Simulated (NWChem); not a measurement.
# SiBrCl3 (bromotrichlorosilane): levels of theory compared

Wanted: a comparison of 3 runs (HF/STO-3G, BLYP/STO-3G, wB97X/pcseg-2) of SiBrCl3 (bromotrichlorosilane). 

Program for the calculation: NWChem 7.3.0.

### 1 Starting point

SiBrCl3 has 5 atoms, charge 0, and is taken as a singlet. SMILES: `Cl[Si](Cl)(Cl)Br`. Geometry: relaxed at PBE0-D4/def2-TZVP.

Bond lengths: Cl1–Si2 2.023 Å, Si2–Cl3 2.023 Å, Si2–Cl4 2.023 Å, Si2–Br5 2.188 Å. Angles: Cl1–Si2–Cl3 109.3°, Cl1–Si2–Cl4 109.3°, Cl1–Si2–Br5 109.7°, Cl3–Si2–Cl4 109.3°, Cl3–Si2–Br5 109.7°, Cl4–Si2–Br5 109.7°.

### 2 Energy and gradient at HF/STO-3G (run 1)

Contents of run.py:

```python
from ase import Atoms
from ase.calculators.nwchem import NWChem

atoms = Atoms(['Cl', 'Si', 'Cl', 'Cl', 'Br'], positions=[
    [-0.852900, -0.217700, 1.821600],
    [0.003400, -0.042600, -0.003200],
    [1.690500, -1.158200, -0.059200],
    [-1.285700, -0.709700, -1.412800],
    [0.494400, 2.054400, -0.387900],
])

calc = NWChem(
    label='test',
    theory='scf',
    memory='2200 mb',
    basis='STO-3G',
    basispar='spherical bse',
    scf={'nopen': '0', 'rhf': None, 'thresh': '1e-08', 'maxiter': '80'},
)
atoms.calc = calc

forces = atoms.get_forces()
print("Total energy (eV):", round(atoms.get_potential_energy(), 6))
print("forces (eV/A):")
for s, f in zip(atoms.symbols, forces):
    print(f"{s:2s} {f[0]:10.5f} {f[1]:10.5f} {f[2]:10.5f}")
print("dipole (e A):", atoms.get_dipole_moment().round(4))
```

Started as:

```sh
export ASE_NWCHEM_COMMAND="nwchem PREFIX.nwi > PREFIX.nwo"
python run.py
```

Output:

```text
Total energy (eV): -114130.259748
forces (eV/A):
Cl   -0.67198   -0.22507    1.40285
Si    0.36731    1.56231   -0.28658
Cl    1.25850   -0.93866   -0.02566
Cl   -1.00072   -0.59891   -1.05384
Br    0.04685    0.20029   -0.03672
dipole (e A): [ 0.0445  0.1904 -0.035 ]
```

The calculator wrote test.nwi:

```
title "test"

permanent_dir test

scratch_dir test

start test

geometry units angstrom nocenter noautosym noautoz
  Cl -8.5289999999999999e-01 -2.1770000000000000e-01 1.8216000000000001e+00
  Si 3.3999999999999998e-03 -4.2599999999999999e-02 -3.2000000000000002e-03
  Cl 1.6904999999999999e+00 -1.1581999999999999e+00 -5.9200000000000003e-02
  Cl -1.2857000000000001e+00 -7.0970000000000000e-01 -1.4128000000000001e+00
  Br 4.9440000000000001e-01 2.0543999999999998e+00 -3.8790000000000002e-01
end

memory 2200 mb

basis spherical bse noprint
   * library STO-3G
end

scf
  nopen 0
  rhf
  thresh 1e-08
  maxiter 80
end

task scf gradient
```

test.nwo:

```text
Northwest Computational Chemistry Package (NWChem) 7.3.0
             --------------------------------------------------------

           Job information
           ---------------

    nwchem branch   = 7.3.0
    use scalapack   = T
    input           = test.nwi
    prefix          = test.
    data base       = test/test.db
    status          = startup
    nproc           =        1

           Memory information
           ------------------

    heap     =     72089596 doubles =      550.0 Mbytes
    stack    =     72089601 doubles =      550.0 Mbytes
    global   =    144179200 doubles =     1100.0 Mbytes (distinct from heap & stack)
    total    =    288358397 doubles =     2200.0 Mbytes
    verify   = yes
    hardfail = no

           Directory information
           ---------------------

  0 permanent = test
  0 scratch   = test

                                NWChem Input Module
                                -------------------

                                       test
                                       ----

[... 115 lines left out ...]
 Convergence threshold     :          1.000E-08
[... 13 lines left out ...]
       Final RHF  results
[... 3 lines left out ...]
      One-electron energy =  -7280.072532134810
[... 1 line left out ...]
 Nuclear repulsion energy =    718.568578379669
[... 62 lines left out ...]
                       ROHF Final Molecular Orbital Analysis
[... 190 lines left out ...]
     1   1 0 0      0.084151      0.000000     18.394404
[... 8 lines of this table left out ...]
     2   0 0 2    -51.139734      0.000000    341.636450

                              NWChem Gradients Module
                              -----------------------

                                       test

  wavefunction    =   RHF

                         RHF ENERGY GRADIENTS

    atom               coordinates                        gradient
                 x          y          z           x          y          z
   1 Cl     -1.611747  -0.411393   3.442325    0.013068   0.004377  -0.027281
   2 Si      0.006425  -0.080502  -0.006047   -0.007143  -0.030382   0.005573
   3 Cl      3.194582  -2.188681  -0.111872   -0.024474   0.018254   0.000499
   4 Cl     -2.429621  -1.341139  -2.669805    0.019461   0.011647   0.020494
   5 Br      0.934281   3.882253  -0.733025   -0.000911  -0.003895   0.000714

                 ----------------------------------------
                 |  Time  |  1-e(secs)   |  2-e(secs)   |
                 ----------------------------------------
                 |  CPU   |       0.00   |       1.30   |
                 ----------------------------------------
                 |  WALL  |       0.00   |       1.30   |
                 ----------------------------------------

 Task  times  cpu:        5.2s     wall:        5.2s
 Total times  cpu:        5.2s     wall:        5.2s
```

Run time: 6.6 s. Hardware: 1 thread of AMD EPYC 9R14 (Zen 4), shared host; peak memory 0.1 GiB.

### 3 Energy and forces at BLYP/STO-3G (run 2)

Contents of struct.nw:

```
start struct
memory total 2200 mb

geometry units bohr noautosym nocenter noautoz
  Cl    -1.61174741    -0.41139338     3.44232511
  Si     0.00642507    -0.08050233    -0.00604712
  Cl     3.19458201    -2.18868080    -0.11187179
  Cl    -2.42962088    -1.34113863    -2.66980507
  Br     0.93428060     3.88225335    -0.73302476
end

basis spherical bse
  * library STO-3G
end

dft
  xc becke88 lyp
  grid xfine
  convergence energy 1e-08
  maxiter 100
  mulliken
  print medium
end

task dft gradient
```

Started as:

```sh
nwchem struct.nw > struct.out
```

Output:

```text
[...]
          Wavefunction type:  closed shell.
          No. of atoms     :     5
          No. of electrons :   100
[...]
          Charge           :     0
          Spin multiplicity:     1
[...]
          AO basis - number of functions:    54
[...]
              XC Information
              --------------
                    Becke 1988 Exchange Functional  1.000
              Lee-Yang-Parr Correlation Functional  1.000
[...]
 d= 0,ls=0.0,diis     1  -4197.3188088481 -4.92D+03  7.03D-02  9.63D-01     0.9
[...]
 d= 0,ls=0.0,diis     7  -4197.5596651995 -1.15D-09  1.60D-07  1.76D-11     4.5
         Total DFT energy =    -4197.559665199532
      One electron energy =    -7280.170898250664
           Coulomb energy =     2561.249593553784
    Exchange-Corr. energy =     -197.206887144858
 Nuclear repulsion energy =      718.568526642206
[...]
      Total Density - Mulliken Population Analysis
     ---------------------------------------------
    Atom       Charge   Shell Charges
 -----------   ------   -------------------------------------------------------
    1 Cl  17    17.25   2.00  2.00  5.99  2.00  5.27
    2 Si  14    13.18   2.00  1.98  5.86  1.25  2.09
    3 Cl  17    17.25   2.00  2.00  5.99  2.00  5.27
    4 Cl  17    17.25   2.00  2.00  5.99  2.00  5.27
    5 Br  35    35.07   2.00  2.00  6.00  2.00  5.98  1.98  5.11 10.00
[...]
  wavefunction    = closed shell
                         DFT ENERGY GRADIENTS
    atom               coordinates                        gradient
                 x          y          z           x          y          z
   1 Cl     -1.611747  -0.411393   3.442325    0.020635   0.005886  -0.043420
   2 Si      0.006425  -0.080502  -0.006047   -0.007864  -0.033473   0.006140
   3 Cl      3.194582  -2.188681  -0.111872   -0.039413   0.028086   0.001002
   4 Cl     -2.429621  -1.341139  -2.669805    0.030858   0.017509   0.032974
   5 Br      0.934281   3.882253  -0.733025   -0.004216  -0.018008   0.003303
[...]
```

Wall time 6.9 s (1 thread of AMD EPYC 9R14 (Zen 4), shared host); peak memory 0.13 GiB.

### 4 Energy and gradient at wB97X/pcseg-2 (run 3)

Contents of brcl3si.nw:

```
start brcl3si
title "BrCl3Si"
memory 2200 mb
geometry units angstrom noautosym nocenter noautoz
  Cl   -0.852900   -0.217700    1.821600
  Si    0.003400   -0.042600   -0.003200
  Cl    1.690500   -1.158200   -0.059200
  Cl   -1.285700   -0.709700   -1.412800
  Br    0.494400    2.054400   -0.387900
end
basis spherical bse
  * library pcseg-2
end
dft
  xc wb97x
  grid fine
  convergence energy 1e-08
  iterations 100
  mulliken
  print medium
end
task dft gradient
```

Started as:

```sh
nwchem brcl3si.nw > brcl3si.out
```

Output:

```text
[...]
          Wavefunction type:  closed shell.
          No. of atoms     :     5
          No. of electrons :   100
[...]
          Charge           :     0
          Spin multiplicity:     1
[...]
          AO basis - number of functions:   179
[...]
              XC Information
              --------------
                       wb97x  Method XC Functional
                     Hartree-Fock (Exact) Exchange  1.000
                         wb97x Exchange Functional  1.000
                      wb97x Correlation Functional  1.000
[...]
 d= 0,ls=0.0,diis     1  -4244.4979523304 -4.96D+03  5.05D-03  2.08D+00    30.6
[...]
 d= 0,ls=0.0,diis     9  -4244.5979239854 -3.81D-09  4.54D-07  1.78D-09   283.5
         Total DFT energy =    -4244.597923985391
      One electron energy =    -7324.297814080775
           Coulomb energy =     2558.386057359950
    Exchange-Corr. energy =     -197.254745644236
 Nuclear repulsion energy =      718.568578379669
[...]
      Total Density - Mulliken Population Analysis
     ---------------------------------------------
    Atom       Charge   Shell Charges
 -----------   ------   -------------------------------------------------------
    1 Cl  17    17.21   2.01  0.36  1.60  1.06  0.89  5.91  1.08  3.01  1.26  0.00  0.03  0.00
    2 Si  14    13.12   2.01  0.46  1.52  0.83  0.10  5.91  0.57  1.19  0.07  0.02  0.41  0.04
    3 Cl  17    17.21   2.01  0.36  1.60  1.06  0.89  5.91  1.08  3.01  1.26  0.00  0.03  0.00
    4 Cl  17    17.21   2.01  0.36  1.60  1.06  0.89  5.91  1.08  3.01  1.26  0.00  0.03  0.00
    5 Br  35    35.24   2.00  2.00  1.20  0.74  0.92  1.07  6.00  5.92  1.19  3.03  1.12  9.70  0.31  0.04  0.01
[...]
  wavefunction    = closed shell
[...]
                         DFT ENERGY GRADIENTS
    atom               coordinates                        gradient
                 x          y          z           x          y          z
   1 Cl     -1.611747  -0.411393   3.442325   -0.000992  -0.000121   0.002145
   2 Si      0.006425  -0.080502  -0.006047    0.000027   0.000203  -0.000038
   3 Cl      3.194582  -2.188681  -0.111872    0.002035  -0.001242  -0.000082
   4 Cl     -2.429621  -1.341139  -2.669805   -0.001505  -0.000700  -0.001683
   5 Br      0.934281   3.882253  -0.733025    0.000436   0.001859  -0.000341
[...]
```

It took 8.5 min on 1 thread of AMD EPYC 9R14 (Zen 4), shared host; peak memory 0.19 GiB.

### 5 The series

| run | level | iteration cap | module | energy (Eh) | dipole moment (D) | HOMO energy (eV) | LUMO energy (eV) | wall time |
| --- | --- | --- | --- | --- | --- | --- | --- | --- |
| 1 | HF/STO-3G | 80 | scf | -4194.209720 | 0.95 | -10.28 | 5.20 | 6.6 s |
| 2 | BLYP/STO-3G | 100 | dft | -4197.559665 | 1.07 | -5.24 | 0.18 | 6.9 s |
| 3 | wB97X/pcseg-2 | 100 | dft | -4244.597924 | 0.26 | -11.52 | 1.17 | 8.5 min |

### 6 Summary of results

| quantity | value |
| --- | --- |
| run 3: total energy | -4244.59792 Eh |
| run 3: dipole moment | 0.26 D |
| run 3: HOMO energy | -11.52 eV |
| run 3: LUMO energy | 1.17 eV |
| run 3: HOMO–LUMO gap | 12.69 eV |
| run 3: largest force on an atom | 0.123 eV/Å |

In words: The dipole moment (its size) runs from 0.26 D (wB97X/pcseg-2) to 1.07 D (BLYP/STO-3G). The two ends differ in method and basis. The HOMO–LUMO gap runs from 5.41 eV (BLYP/STO-3G) to 15.48 eV (HF/STO-3G). Exact exchange widens orbital gaps. Totals of different functionals can't be ranked against each other. In runs 1, 2 the basis is minimal, so the values are rough. All runs together took 8.7 min, the longest 8.5 min.
